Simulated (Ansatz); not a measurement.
**C2H7AlTe: up Jacob's ladder to CCSD(T)**

An exercise on one series of results from a longer session: the logs are not shown, and one member is left open.

Method: functionals in def2-TZVPP, the program's frozen cores in correlated methods; program: Ansatz 0.2.0, Gaussian basis.

Levels to be run: PBE-D4, r2SCAN-D4, PBE0-D4, B3LYP-D4, ωB97X-V, ωB97M-V, B2PLYP; CCSD(T)/def2-TZVPP; MP2/def2-QZVPP; extrapolation to the limit.

**The relaxed structure**

An earlier PBE0-D4 in a triple-zeta def2 set relaxation fixed the geometry. Te takes the def2 core potential; no spin-orbit term is included.

SMILES `C[CH2][AlH][TeH]`, 11 atoms, charge 0, spin multiplicity 1.

Atoms are counted from 1 here; the program's logs count them from 0.

Bond lengths: C1–C2 1.525 Å, C1–H5 1.093 Å, C1–H6 1.094 Å, C1–H7 1.093 Å, C2–Al3 1.957 Å, C2–H8 1.099 Å, C2–H9 1.099 Å, Al3–Te4 2.532 Å, Al3–H10 1.586 Å, Te4–H11 1.658 Å. Angles: C2–C1–H5 111.6°, C2–C1–H6 111.9°, C2–C1–H7 111.6°, H5–C1–H6 107.2°, H5–C1–H7 106.9°, H6–C1–H7 107.2°, C1–C2–Al3 117.8°, C1–C2–H8 110.5°, C1–C2–H9 110.5°, Al3–C2–H8 106.4°, Al3–C2–H9 106.4°, H8–C2–H9 104.5°, C2–Al3–Te4 121.6°, C2–Al3–H10 123.3°, Te4–Al3–H10 115.1°, Al3–Te4–H11 91.4°.

The first run:

Contents of in.yaml:

```yaml
crystal:
  periodic: [false, false, false]
  atoms:
    - {symbol: C, position_ang: [-0.979464, 0.908960, 0.155226]}
    - {symbol: C, position_ang: [0.233430, 0.358150, 0.898008]}
    - {symbol: Al, position_ang: [1.276991, -1.047855, 0.023678]}
    - {symbol: Te, position_ang: [0.650376, -1.938266, -2.262685]}
    - {symbol: H, position_ang: [-1.713341, 0.126405, -0.054115]}
    - {symbol: H, position_ang: [-1.490668, 1.687463, 0.729141]}
    - {symbol: H, position_ang: [-0.698553, 1.346822, -0.806065]}
    - {symbol: H, position_ang: [0.939326, 1.166201, 1.133636]}
    - {symbol: H, position_ang: [-0.064098, -0.040477, 1.877435]}
    - {symbol: H, position_ang: [2.561318, -1.711467, 0.676556]}
    - {symbol: H, position_ang: [-0.650018, -0.912938, -2.350215]}
basis:
  gaussian: {orbitals: def2-TZVPP}
hamiltonian: {xc: pbe, dispersion: d4}
output: {forces: true, orbitals: {seedname: orbitals}}
```

The run is started by

```console
$ ansatz run in.yaml --threads 4 --pin off --events-out ev --progress --plain --max-ram 10444MiB
```

Steps of the session up to this table: PBE-D4 (GGA); r2SCAN-D4 (meta-GGA); PBE0-D4 (hybrid); B3LYP-D4 (hybrid); ωB97X-V (range-separated); ωB97M-V (range-separated); B2PLYP (double hybrid); CCSD(T) in def2-TZVPP; MP2 in def2-QZVPP.

One table of the session follows, with a row left open; its other results are not shown here.

| method | atomisation energy (eV) |
| --- | --- |
| PBE-D4 | 38.074 |
| r2SCAN-D4 | 37.815 |
| PBE0-D4 | 37.747 |
| B3LYP-D4 | ? |
| ωB97X-V | 37.837 |
| ωB97M-V | 37.706 |
| B2PLYP | 37.257 |
| HF/def2-TZVPP | 28.242 |
| MP2/def2-TZVPP | 37.085 |
| CCSD/def2-TZVPP | 36.468 |
| CCSD(T)/def2-TZVPP | 36.941 |
| MP2/CBS | 38.062 |
| CCSD(T)/CBS | 37.918 |

**Question.** Estimate the row for B3LYP-D4.

As computed: atomisation energy (eV): 37.703. In the column «atomisation energy (eV)» it lies between B2PLYP (37.257) and ωB97M-V (37.706).
